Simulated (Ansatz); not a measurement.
# Al16Ga: the cost of one run

Program: Ansatz 0.2.0. Level of theory: DFT PBE+D3(BJ), plane waves, PAW, scalar-relativistic, no spin polarisation. These are calculated values, not measurements.

## (1) Starting point

The cell holds 17 atoms (Al16Ga): a = 5.728 Å, b = 5.728 Å, c = 18.075 Å, α = 90.00°, β = 90.00°, γ = 90.00°.

Its coordinates follow in the input file.

## (2) Preparing the start

Input file input.yaml:

```yaml
crystal:
  lattice:
    - [5.727565, 0.0, 0.0]
    - [0.0, 5.727565, 0.0]
    - [0.0, 0.0, 18.075]
  atoms:
    - { symbol: Al, position: [0.25, 0.25, 0.055325] }
    - { symbol: Al, position: [0.75, 0.25, 0.055325] }
    - { symbol: Al, position: [0.25, 0.75, 0.055325] }
    - { symbol: Al, position: [0.75, 0.75, 0.055325] }
    - { symbol: Al, position: [0.0, 0.0, 0.1673582] }
    - { symbol: Al, position: [0.5, 0.0, 0.1673582] }
    - { symbol: Al, position: [0.0, 0.5, 0.1673582] }
    - { symbol: Al, position: [0.5, 0.5, 0.1673582] }
    - { symbol: Al, position: [0.25, 0.25, 0.2793914] }
    - { symbol: Al, position: [0.75, 0.25, 0.2793914] }
    - { symbol: Al, position: [0.25, 0.75, 0.2793914] }
    - { symbol: Al, position: [0.75, 0.75, 0.2793914] }
    - { symbol: Al, position: [0.0, 0.0, 0.3914246] }
    - { symbol: Al, position: [0.5, 0.0, 0.3914246] }
    - { symbol: Al, position: [0.0, 0.5, 0.3914246] }
    - { symbol: Al, position: [0.5, 0.5, 0.3914246] }
    - { symbol: Ga, position: [0.1631136, 0.1581999, 0.5087137] }
basis:
  ecutwfc: 420.0
kpoints:
  mp_grid: { grid: [3, 3, 1] }
hamiltonian:
  xc: pbe
  dispersion: d3bj
  pseudopotentials: { kind: paw, azcp: { folder: soft_1 } }
scf:
  occupations: { method: fermi_dirac, width: 0.05 }
  lower_state_search: "off"
relax:
  f_tol: 0.08
  max_steps: 25
  adjacent_minimum: "off"
  constraints: [{ sites: [0, 1, 2, 3] }]
output:
  write_density: true
  write_potential: true
  elf: true
  volumetric_format: npy
```

Run with:

```sh
$ ansatz run input.yaml --threads 1 --pin off --max-ram 3072MiB --backend cpu --events-out ev --progress --plain --runs-dir out
```

**Question.** How long does this run take on 1 thread of Arm Neoverse V1, shared host, and how much memory does it need?

About 84 s, with a peak of 0.64 GiB.
